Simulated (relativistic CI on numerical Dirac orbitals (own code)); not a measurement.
# Cr: the cost of one run

Method: charge-transfer multiplet model of a cubic metal-ligand cluster with up to 1 ligand holes, Slater and spin-orbit integrals from Dirac-Coulomb-Breit ions, Slater integrals scaled by 0.8. Code: relativistic CI on numerical Dirac orbitals (own code) version 3.

### 1 Starting point

| Quantity | Value |
| --- | --- |
| ion | Cr⁴⁺ (Cr V) |
| nuclear charge | 24 |
| electrons | 20 |
| d electrons | 2 |
| ligand holes at most | 1 |
| parameters | in eV; Veg, Vt2g hoppings, tenDq and tenDqL metal and ligand splittings (negative tenDq: tetrahedral), red the scaling of hopping with a core hole |
| temperature | 300 K |
| widths | Lorentz 0.6 eV, Gauss 0.8 eV |

### 2 Upd = 6.1 eV

Input settings:

```ini
cluster ion=Cr4+ d2 ligand_holes=1 slater_scale=0.8
Delta=-1 Udd=5.2 Upd=6.1 tenDq=-0.5 tenDqL=0 Veg=1.38 Vt2g=-2.34 red=0.8
spectrum xps 2p T=300 lorentz=0.6 gauss=0.8
```

Run with:

```bash
python run_levels.py task.json out
```

task.json lists these runs, among others, and the program works through them in turn.

Q: Estimate wall time and peak memory on 1 thread of Intel Xeon 6975P-C, shared host.

About 2.3 s, with a peak of 0.22 GiB.
